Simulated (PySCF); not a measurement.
# C₃H₉GaO: geometry, NMR shifts, spin-spin couplings, electronic excitations and core binding energies, part 2 of 2

PySCF 2.14.0. Atoms count from 0.

### Step 6. NMR shieldings: HF/pcSseg-2

Job settings and geometry (Å):

```
{"job": {"kind": "nmr", "xc": "HF", "basis": "pcSseg-2", "pop": false}, "charge": 0, "multiplicity": 1}
C     -0.803114     0.085503     1.302646
C     -0.455790    -0.656227     0.020107
C     -0.919677     0.092319    -1.221242
O      0.917503    -0.954403    -0.043853
Ga     2.296343     0.180558    -0.108429
H     -0.452058    -0.481920     2.177360
H     -0.326244     1.080054     1.319652
H     -1.889794     0.232476     1.400620
H     -0.976073    -1.632678     0.041622
H     -0.654143    -0.472426    -2.127327
H     -2.010255     0.242279    -1.215509
H     -0.443264     1.085526    -1.277936
H      2.036235     1.725665    -0.092984
H      3.659551    -0.571476    -0.175847
```

Method: GIAO HF/pcSseg-2 NMR shielding, non-relativistic, gas phase.

Log:

```text
final grid: 106472 points
cycle   1  E = -2116.9271500311  dE = -9.333e-02  |g| = 8.576e-01  |ddm| = 2.347e+00
cycle   2  E = -2116.9995791431  dE = -7.243e-02  |g| = 6.620e-01  |ddm| = 6.335e-01
cycle   3  E = -2117.0499947355  dE = -5.042e-02  |g| = 7.694e-02  |ddm| = 2.622e-01
cycle   4  E = -2117.0516499399  dE = -1.655e-03  |g| = 2.226e-02  |ddm| = 9.084e-02
cycle   5  E = -2117.0517534682  dE = -1.035e-04  |g| = 7.571e-03  |ddm| = 2.107e-02
cycle   6  E = -2117.0517634766  dE = -1.001e-05  |g| = 1.644e-03  |ddm| = 6.677e-03
cycle   7  E = -2117.0517641650  dE = -6.884e-07  |g| = 4.855e-04  |ddm| = 1.844e-03
cycle   8  E = -2117.0517642487  dE = -8.372e-08  |g| = 9.012e-05  |ddm| = 8.484e-04
cycle   9  E = -2117.0517642540  dE = -5.304e-09  |g| = 2.562e-05  |ddm| = 2.115e-04
cycle  10  E = -2117.0517642545  dE = -4.216e-10  |g| = 8.286e-06  |ddm| = 4.459e-05
converged SCF energy = -2117.0517642545

GIAO shielding tensors (ppm)
atom      isotropic    diamagn.    paramagn.     s11        s22        s33       span
  0 C      162.516     239.671     -77.155    143.251    156.086    188.212     44.961
  1 C      128.525     235.216    -106.690    105.993    115.166    164.417     58.424
  2 C      162.496     239.700     -77.203    143.250    156.061    188.178     44.927
  3 O      217.941     386.633    -168.692    108.615    213.620    331.588    222.973
  4 Ga    1557.902    2638.857   -1080.954   1462.821   1493.630   1717.257    254.437
  5 H       30.323      29.615       0.708     26.743     28.026     36.201      9.458
  6 H       30.671      31.887      -1.216     27.392     30.196     34.425      7.033
  7 H       30.627      29.499       1.128     26.420     28.119     37.343     10.924
  8 H       27.981      29.683      -1.703     24.470     26.449     33.024      8.554
  9 H       30.320      29.619       0.701     26.745     28.016     36.199      9.454
 10 H       30.629      29.507       1.122     26.416     28.130     37.340     10.924
 11 H       30.673      31.899      -1.226     27.388     30.211     34.419      7.031
 12 H       26.630      29.264      -2.634     20.750     22.910     36.230     15.480
 13 H       27.027      28.429      -1.402     21.259     21.475     38.346     17.087
```

It took 28 s on 1 thread of Arm Neoverse V2, shared host; peak memory 1.4 GiB.

This run: δ C1 62.9, C0 29.0, O3 108.4, Ga4 273, H12 4.85, H8 3.70 ppm (means over like atoms).

### Step 7. Core holes by ΔSCF: SCAN, X2C

Same as in step 6 but for these lines:

```diff
@@ -1,2 +1,2 @@
-{"job": {"kind": "nmr", "xc": "HF", "basis": "pcSseg-2", "pop": false}, "charge": 0, "multiplicity": 1}
+{"job": {"kind": "xps"}, "charge": 0, "multiplicity": 1}
 C     -0.803114     0.085503     1.302646
```

Method: delta-SCF UKS SCAN, pcX-2 on the ionised atom, pcseg-1 elsewhere, spin-free X2C.

Log:

```text
ground state, core basis on atom 0 (C), 159 functions
  cycle   1  E = -2134.50727499  |g| = 7.86e-01
  cycle   2  E = -2133.14518650  |g| = 2.39e+00
  cycle   3  E = -2134.62008302  |g| = 3.29e-01
  cycle   4  E = -2134.64460141  |g| = 1.16e-01
  cycle   5  E = -2134.64771581  |g| = 2.78e-02
  cycle   6  E = -2134.64793435  |g| = 1.17e-02
  cycle   7  E = -2134.64796332  |g| = 2.06e-03
  cycle   8  E = -2134.64796613  |g| = 4.13e-04
  E(ground) = -2134.91499554 Eh
hole in C 1s of atom 0
  cycle   1  E = -2123.41251401  |g| = 1.50e+00
  cycle   2  E = -2122.77827651  |g| = 1.79e+00
  cycle   3  E = -2123.92216028  |g| = 3.58e-01
  cycle   4  E = -2123.93613943  |g| = 3.04e-01
  cycle   5  E = -2123.97126387  |g| = 6.33e-02
  cycle   6  E = -2123.97267448  |g| = 2.12e-02
  cycle   7  E = -2123.97287130  |g| = 5.90e-03
  cycle   8  E = -2123.97289167  |g| = 1.67e-03
  cycle   9  E = -2123.97289451  |g| = 8.99e-04
  cycle  10  E = -2123.97289566  |g| = 4.74e-04
  E(ion) = -2124.23932116 Eh   <S^2> = 0.7674   hole on atom = 1.000   binding energy = 290.500 eV
ground state, core basis on atom 1 (C), 159 functions
  cycle   1  E = -2134.65117112  |g| = 5.89e-02
  cycle   2  E = -2134.65113381  |g| = 2.33e-02
  cycle   3  E = -2134.65117282  |g| = 1.99e-02
  cycle   4  E = -2134.65127573  |g| = 3.71e-03
  cycle   5  E = -2134.65127383  |g| = 9.15e-04
  cycle   6  E = -2134.65127801  |g| = 1.40e-04
  E(ground) = -2134.91798999 Eh
hole in C 1s of atom 1
  cycle   1  E = -2123.35737622  |g| = 1.51e+00
  cycle   2  E = -2121.48265494  |g| = 2.46e+00
  cycle   3  E = -2123.78373822  |g| = 5.44e-01
  cycle   4  E = -2123.82341928  |g| = 5.14e-01
  cycle   5  E = -2123.92205504  |g| = 9.42e-02
  cycle   6  E = -2123.92556357  |g| = 1.88e-02
  cycle   7  E = -2123.92574408  |g| = 7.66e-03
  cycle   8  E = -2123.92578476  |g| = 3.21e-03
  cycle   9  E = -2123.92579257  |g| = 1.67e-03
  cycle  10  E = -2123.92579624  |g| = 5.19e-04
  cycle  11  E = -2123.92579753  |g| = 1.38e-04
  E(ion) = -2124.19223776 Eh   <S^2> = 0.7738   hole on atom = 1.000   binding energy = 291.863 eV
ground state, core basis on atom 3 (O), 159 functions
  cycle   1  E = -2134.67819719  |g| = 1.09e-01
  cycle   2  E = -2134.67440484  |g| = 1.54e-01
  cycle   3  E = -2134.67817576  |g| = 6.28e-02
  cycle   4  E = -2134.67890924  |g| = 6.09e-03
  cycle   5  E = -2134.67891716  |g| = 9.53e-04
  cycle   6  E = -2134.67891741  |g| = 2.31e-04
  E(ground) = -2134.94313923 Eh
hole in O 1s of atom 3
  cycle   1  E = -2114.09446191  |g| = 2.24e+00
  cycle   2  E = -2113.45302532  |g| = 2.33e+00
  cycle   3  E = -2114.88232172  |g| = 4.37e-01
  cycle   4  E = -2114.93443603  |g| = 1.52e-01
  cycle   5  E = -2114.94506708  |g| = 4.75e-02
  cycle   6  E = -2114.94606470  |g| = 9.06e-03
  cycle   7  E = -2114.94609813  |g| = 2.93e-03
  cycle   8  E = -2114.94610181  |g| = 1.20e-03
  cycle   9  E = -2114.94610256  |g| = 4.06e-04
  E(ion) = -2115.21133544 Eh   <S^2> = 0.7635   hole on atom = 1.000   binding energy = 536.930 eV
```

Wall time 19 s (1 thread of Arm Neoverse V2, shared host); peak memory 0.63 GiB.

Binding energies by hole, beside the orbital energy of the ground state; the difference holds orbital relaxation and, for a density functional, its self-interaction error:

```tsv
hole	stands for	environment	ΔSCF (eV)	−ε (eV)	⟨S²⟩
C1s on C0	C0, C2	methyl carbon	290.50	273.4	0.767
C1s on C1	C1	sp3 CH bonded to O	291.86	275.0	0.774
O1s on O3	O3	oxygen bonded to C, Ga	536.93	516.1	0.764
```

Each hole run stands for the others of its class of like atoms.

### Step 8. Run by run: NMR shifts

Shifts (ppm), means over like atoms, with basis size and wall time:

```tsv
run	C1	C0	H12	H8	H5	O3	Ga4	functions	time
PBE0/pcSseg-1	70.0	30.6	5.56	4.25	1.26	205.3	376	154	19 s
HF/pcSseg-2	62.9	29.0	4.85	3.70	1.14	108.4	273	333	28 s
```

### Step 9. Outcome

What follows sums up all 2 parts.

```
                                                               quantity                        value
                                                            point group                           Cs
                                   rotational constants (main isotopes)         6.14, 1.73, 1.58 GHz
¹³C shifts against TMS (PBE0/pcSseg-1, means over atoms taken as alike)               70.0, 30.6 ppm
 ¹H shifts against TMS (PBE0/pcSseg-1, means over atoms taken as alike)         5.56, 4.25, 1.26 ppm
                                 ¹⁷O shifts against H2O (PBE0/pcSseg-1)                    205.3 ppm
                              ⁷¹Ga shifts against GaH4- (PBE0/pcSseg-1)                      376 ppm
                                  surface potential, 1st and 99th percentile           -1.58 V and 2.39 V
                   largest coupling of the table (B3LYP/pcSseg-1+pcJ-1)      ¹J(C,H) C1–H8, 148.1 Hz
                                        lowest singlet (PBE0/def2-SVPD)  5.11 eV (243 nm), f = 0.002
                               brightest single state of those computed  state 5, 7.09 eV, f = 0.076
                                                         lowest triplet                      4.86 eV
                                      vertical ionisation energy (ΔSCF)                      9.65 eV
                                       C1s binding energies, SCAN/pcX-2      C1 291.86, C0 290.50 eV
                                       O1s binding energies, SCAN/pcX-2                 O3 536.93 eV
                                              range of the shift of Ga4               273 to 376 ppm
```

What this shows: The start was shaken at random, so part of the energy gained undoes that. Relaxing lowered the energy by 1.438 eV in 7 steps; the close pair that moved most is O3–Ga4, from 1.597 to 1.787 Å. At PBE0/pcSseg-1: The widest tensor belongs to O3: span 346 ppm, with a paramagnetic part of -272 ppm. Of the pairs tabulated at B3LYP/pcSseg-1+pcJ-1, C1–H8 couples most strongly (148.1 Hz; Fermi contact 147.0 Hz). Couplings across rotatable bonds belong to this one conformer; where others are populated, the observed values are averages. The first singlet state (HOMO→LUMO 0.99) lies at 5.11 eV and is weak; of the 10 states computed, the strongest absorption comes from state 5 at 7.09 eV. The lowest triplet lies 0.25 eV below the lowest singlet (triplets in Tamm-Dancoff, singlets in full TDDFT). The orbital energy would give 7.72 eV for ionisation, ΔSCF gives 9.65 eV. C1 (sp3 CH bonded to O) binds its C1s electron 1.36 eV more tightly than C0 (methyl carbon). Across the 2 runs the shift of Ga4 moves most, between 273 (HF/pcSseg-2) and 376 ppm (PBE0/pcSseg-1). Spin-orbit coupling is left out, which matters for shieldings and couplings at and beside the heavy atoms.
